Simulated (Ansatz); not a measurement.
# AlGeH (quintet): wave-function methods side by side, cc-pVDZ

Aim: climb from Hartree-Fock through coupled cluster and multireference methods for AlGeH (quintet) at one geometry and basis, and see what each rung misses.

Method: cc-pVDZ, core rule «outside noble gas», up to 19 orbitals frozen; program: Ansatz 0.2.0, Gaussian basis.

Plan: UHF; CCSD(T) on ROHF; CCSD(T) on UHF; BCCD(T) on ROHF; CISD; CCSDT(Q) on ROHF; CCSDT(Q) on UHF; CISDTQ; CCSDTQ on ROHF; CCSDTQ on UHF; CASSCF and MRCISD+Q, 8 electrons in 9 orbitals; CASSCF and NEVPT2, 8 electrons in 9 orbitals; Full CI.

4 further runs of the same task are left out: 4 set aside as unsound or not needed.

## 1. The geometry

The geometry is a PBE0/def2-TZVP stationary point (not a proven minimum) of the parent state, kept for this charge and spin. No spin-orbit coupling is included. The filled d shell of Ge may be among the frozen orbitals whatever the setting's name suggests; the logs give the count.

3 atoms, charge 0, spin multiplicity 5.

Atoms are counted from 1 here; the program's logs count them from 0.

Bond lengths: Ge1–Al2 2.449 Å, Ge1–H3 1.690 Å. Angles: Al2–Ge1–H3 53.8°.

## 2. UHF

in.yaml reads:

```yaml
crystal:
  periodic: [false, false, false]
  atoms:
    - {symbol: Ge, position_ang: [0.000000, -0.008843, 0.666646]}
    - {symbol: Al, position_ang: [0.000000, -0.026517, -1.782004]}
    - {symbol: H, position_ang: [0.000000, 1.347127, -0.341215]}
basis:
  gaussian: {orbitals: cc-pVDZ}
magnetization: {spin_polarized: true, initial_magnetization: 4}
hamiltonian: {xc: hf}
output: {orbitals: {seedname: orbitals}}
```

On the command line:

```bash
$ ansatz run in.yaml --threads 1 --pin off --events-out ev --progress --plain --max-ram 3956MiB --backend cpu
```

After this run come: CCSD(T) on ROHF; CCSD(T) on UHF; BCCD(T) on ROHF; CISD; CCSDT(Q) on ROHF; CCSDT(Q) on UHF; CISDTQ; CCSDTQ on ROHF; CCSDTQ on UHF; CASSCF and MRCISD+Q, 8 electrons in 9 orbitals; CASSCF and NEVPT2, 8 electrons in 9 orbitals; Full CI.

**Question.** What will the summary of the whole plan be? Wanted: FCI below the RHF energy; RMP2 from FCI; UMP2 from FCI; RCCSD from FCI; RCCSD(T) from FCI; UCCSD(T) from FCI; RCCSDT(Q) from FCI; UCCSDT(Q) from FCI; NEVPT2 valence from FCI.

As calculated:

| quantity | value |
| --- | --- |
| FCI below the RHF energy | -3.3322 eV |
| RMP2 from FCI | +18.59 kcal/mol |
| UMP2 from FCI | +19.11 kcal/mol |
| RCCSD from FCI | +3.05 kcal/mol |
| RCCSD(T) from FCI | +0.75 kcal/mol |
| UCCSD(T) from FCI | +0.57 kcal/mol |
| RCCSDT(Q) from FCI | +0.01 kcal/mol |
| UCCSDT(Q) from FCI | -0.18 kcal/mol |
| NEVPT2 valence from FCI | +14.19 kcal/mol |
| MRCISD+Q valence from FCI | +0.21 kcal/mol |
| levels within 1 kcal/mol (43 meV) | RCCSD(T), UCCSD(T), BCCD(T), RCCSDT, UCCSDT, CISDTQ, RCCSDT(Q), UCCSDT(Q), RCCSDTQ, UCCSDTQ, MRCISD+Q valence |
| T1 diagnostic | 0.028 |
| effectively unpaired electrons | 4.05 |

RCCSD(T) misses by +0.75 kcal/mol, 1.0 % of the correlation energy. UCCSDT, UCCSDT(Q), UCCSDTQ fall below full CI: unrestricted runs freeze a spin-polarised core, another one than full CI's, and coupled cluster isn't variational. One determinant dominates. Of the multireference levels listed MRCISD+Q valence comes nearest in total energy (+0.21 kcal/mol), which doesn't show that its space is the better one. These misses are within one basis, not against nature; the frozen cores of restricted and unrestricted runs differ, which can shift their rows.
